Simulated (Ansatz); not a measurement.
**TePt: a line through an energy map**

An exercise on one series of results from a longer session: the logs are not shown, and one member is left open.

Computed with Ansatz 0.2.0 (DFT LDA, scalar-relativistic, plane waves, PAW, unless a step's input says otherwise).

27 further runs of the same task are left out: 27 set aside as unsound or not needed.

### The structure to begin with

The structure is hexagonal, space group P6_3/mmc (No. 194). Conventional cell: a = 4.198 Å, b = 4.198 Å, c = 5.504 Å, α = 90.00°, β = 90.00°, γ = 120.00°. Te (site symmetry -6m2) is surrounded by 6 Pt at 2.79 Å. Pt (site symmetry -3m) is surrounded by 2 Pt at 2.75 Å and 6 Te at 2.79 Å.

As a file:

```cif
data_structure
_symmetry_space_group_name_H-M 'P 1'
_symmetry_Int_Tables_number 1
_cell_length_a 4.1983
_cell_length_b 4.1983
_cell_length_c 5.5041
_cell_angle_alpha 90.000
_cell_angle_beta 90.000
_cell_angle_gamma 120.000
_cell_volume 84.02
loop_
_atom_site_label
_atom_site_type_symbol
_atom_site_fract_x
_atom_site_fract_y
_atom_site_fract_z
_atom_site_occupancy
Te1 Te 0.33333 0.66667 0.25000 1
Te2 Te 0.66667 0.33333 0.75000 1
Pt1 Pt 0.00000 0.00000 0.00000 1
Pt2 Pt 0.00000 0.00000 0.50000 1
```

It is the result of an earlier relaxation at this level (volume 21.00 Å³/atom; gap on the mesh: none (metal)).

### What is varied

The energy is mapped over volume and a fixed ferromagnetic moment.

First coordinate, volume per atom: 7 values from 18.48 to 23.52 Å³. Second coordinate, total spin moment of the cell, held fixed: 9 values from 0.000 to 1.000 μB.

Nothing else is relaxed (shape and fractional coordinates fixed). Points are written as (first, second).

The first run:

File input.yaml:

```yaml
crystal:
  lattice:
    - [4.023198486, 0.0, 0.0]
    - [-2.011599243, 3.4841920933, 0.0]
    - [0.0, 0.0, 5.2745134137]
  atoms:
    - { symbol: Te, position: [0.3333333333, 0.6666666667, 0.25] }
    - { symbol: Te, position: [0.6666666667, 0.3333333333, 0.75] }
    - { symbol: Pt, position: [0.0, 0.0, 0.0], spin: 0.438 }
    - { symbol: Pt, position: [0.0, 0.0, 0.5], spin: 0.438 }
basis:
  ecutwfc: 420
kpoints:
  mp_grid: { grid: [12, 12, 8] }
hamiltonian:
  xc: lda
  pseudopotentials: { kind: paw, azcp: { folder: soft_1 } }
scf:
  occupations: { method: gaussian, width: 0.15 }
  lower_state_search: "off"
output:
  forces: true
  stress: true
  eigenvalues: true
  populations: true
magnetization:
  spin_polarized: true
  initial_magnetization: 0.875
  spin_locking: { lock_magnetization: hard }
```

The run is started by

```bash
$ ansatz run input.yaml --threads 4 --pin off --max-ram 8192MiB --backend cpu --events-out ev --progress --plain --runs-dir out
```

Among the steps run: Point (18.48 Å³, 0.875 μB); Grid point (20.16 Å³, 0.875 μB); The run at (21.00 Å³, 0.875 μB); The run at (21.84 Å³, 0.875 μB); Point (22.68 Å³, 0.875 μB); Point (23.52 Å³, 0.875 μB).

One table of the session follows, with a row left open; its other results are not shown here.

| volume per atom (Å³) | energy (meV/atom) | pressure (GPa) |
| --- | --- | --- |
| 18.48 | 183 | 26.0 |
| 19.32 | ? | ? |
| 20.16 | 18 | 6.9 |
| 21.00 | 0 | 0.3 |
| 21.84 | 12 | −4.8 |
| 22.68 | 49 | −8.9 |
| 23.52 | 104 | −12.1 |

**Question.** Estimate the row for volume per atom (Å³) = 19.32.

Worked estimate for «energy (meV/atom)». A straight line through the neighbours (18.48, 183) and (20.16, 18) gives 183 + (18 − 183) × (19.32 − 18.48) / (20.16 − 18.48) = 100; a parabola fitted to 3 rows on both sides gives 79.

The run gave: energy (meV/atom): 76; pressure (GPa): 15.3. In «energy (meV/atom)» the line misses by +24 and the parabola by +3.

Energies count from the lowest point of the line. Rows without a step come from runs not printed here or follow by symmetry.

A parabola through the lowest point and its two neighbours puts the minimum at 21.087 Å³, with a curvature of about 44 meV/atom per (Å³)². The well is lopsided: two grid steps out, the energy rises by 76 meV/atom towards smaller values and 49 meV/atom towards larger ones. The highest point computed, at 18.48 Å³, lies 183 meV/atom above the lowest.

Limits of these values: Warnings in the runs' records: pseudo functional mismatch, stress scf threshold loose.
